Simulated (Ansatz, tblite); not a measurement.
# Mo(NH)2(NH2)2 (MoN4H6): one state, many levels

One table from this session's results is given with a row withheld; the runs are named, their logs left out.

The runs use Ansatz 0.2.0, Gaussian basis; as each input shows.

Levels to be run: GFN1-xTB, GFN2-xTB, PBE-D4/def2-TZVP, r2SCAN-D4/def2-TZVP, HF/def2-TZVP, LC-ωPBE/def2-TZVP, BHLYP-D4/def2-TZVP, PBE-D4/def2-SVP, PBE0-D4/def2-SVP, CCSD(T)/def2-SVP, MP2/def2-TZVP.

2 further runs of the same task are left out: 2 set aside as unsound or not needed.

**The relaxed structure**

The geometry is that of the singlet, from an earlier relaxation (B3LYP-D4/def2-SVP).

11 atoms, charge 0, spin multiplicity 1.

Bond lengths: Mo1–N2 1.743 Å, Mo1–N3 1.743 Å, Mo1–N4 1.956 Å, Mo1–N5 1.956 Å, N2–H6 1.018 Å, N3–H7 1.018 Å, N4–H8 1.016 Å, N4–H9 1.016 Å, N5–H10 1.016 Å, N5–H11 1.016 Å. Angles: N2–Mo1–N3 116.1°, N2–Mo1–N4 107.0°, N2–Mo1–N5 107.1°, N3–Mo1–N4 107.1°, N3–Mo1–N5 107.1°, N4–Mo1–N5 112.6°, Mo1–N2–H6 156.7°, Mo1–N3–H7 156.7°, Mo1–N4–H8 124.2°, Mo1–N4–H9 124.2°, H8–N4–H9 111.2°, Mo1–N5–H10 124.2°, Mo1–N5–H11 124.2°, H10–N5–H11 111.2°.

Mo takes a core potential in the def2 sets. No spin-orbit coupling is included.

PBE0-D4/def2-TZVP was run before; its log isn't repeated, and its numbers join the tables.

The first run:

Tight binding, by tblite at 300 K electronic temperature and without a spin-polarisation term:

```python
tblite.interface.Calculator('GFN1-xTB', numbers, positions, charge=0, uhf=0).singlepoint()
```

Tight binding, by tblite at 300 K electronic temperature and without a spin-polarisation term:

```python
tblite.interface.Calculator('GFN2-xTB', numbers, positions, charge=0, uhf=0).singlepoint()
```

start.molden holds the orbitals of an earlier run on this state, given as this run's starting guess.

File in.yaml:

```yaml
crystal:
  periodic: [false, false, false]
  atoms:
    - {symbol: Mo, position_ang: [0.165583, -0.000876, 0.116699]}
    - {symbol: N, position_ang: [0.067744, 0.017343, 1.856864]}
    - {symbol: N, position_ang: [1.770947, -0.024665, -0.561627]}
    - {symbol: N, position_ang: [-0.704362, 1.629459, -0.523039]}
    - {symbol: N, position_ang: [-0.738944, -1.623784, -0.493270]}
    - {symbol: H, position_ang: [0.417821, 0.023145, 2.812854]}
    - {symbol: H, position_ang: [2.788936, -0.035854, -0.555338]}
    - {symbol: H, position_ang: [-0.436279, 2.125665, -1.367957]}
    - {symbol: H, position_ang: [-1.402073, 2.148190, 0.002414]}
    - {symbol: H, position_ang: [-1.446871, -2.118162, 0.041898]}
    - {symbol: H, position_ang: [-0.482503, -2.140460, -1.329489]}
basis:
  gaussian: {orbitals: def2-TZVP, initial_orbitals: start.molden}
hamiltonian: {xc: pbe, dispersion: d4}
scf: {omitted_lower_state_checks: [starts]}
output: {forces: true, orbitals: {seedname: orbitals}}
```

On the command line:

```console
$ ansatz run in.yaml --threads 2 --pin off --events-out ev --progress --plain --max-ram 4352MiB
```

Steps of the session up to this table: PBE-D4/def2-TZVP; r2SCAN-D4/def2-TZVP; HF/def2-TZVP; LC-ωPBE/def2-TZVP; BHLYP-D4/def2-TZVP; PBE-D4/def2-SVP; PBE0-D4/def2-SVP; CCSD(T)/def2-SVP; MP2/def2-TZVP.

One table of the session follows, with a row left open; its other results are not shown here.

| level | binding an atom (eV) |
| --- | --- |
| HF/def2-SVP | 1.798 |
| HF/def2-TZVP | 1.800 |
| PBE-D4/def2-SVP | 3.873 |
| PBE-D4/def2-TZVP | 3.853 |
| r2SCAN-D4/def2-TZVP | ? |
| PBE0-D4/def2-SVP | 3.610 |
| PBE0-D4/def2-TZVP | 3.596 |
| BHLYP-D4/def2-TZVP | 3.386 |
| LC-ωPBE/def2-TZVP | 3.546 |
| MP2/def2-SVP | 3.472 |
| MP2/def2-TZVP | 3.647 |
| CCSD/def2-SVP | 3.209 |
| CCSD(T)/def2-SVP | 3.343 |

Q: Estimate the row for r2SCAN-D4/def2-TZVP from the others.

**Answer.** binding an atom (eV): 3.615. In the column «binding an atom (eV)» it lies between PBE0-D4/def2-SVP (3.610) and MP2/def2-TZVP (3.647).

Caveats from the session: Free atoms were run apart at each level; binding is atoms less cluster, divided by the number of atoms, without zero-point or spin-orbit terms.
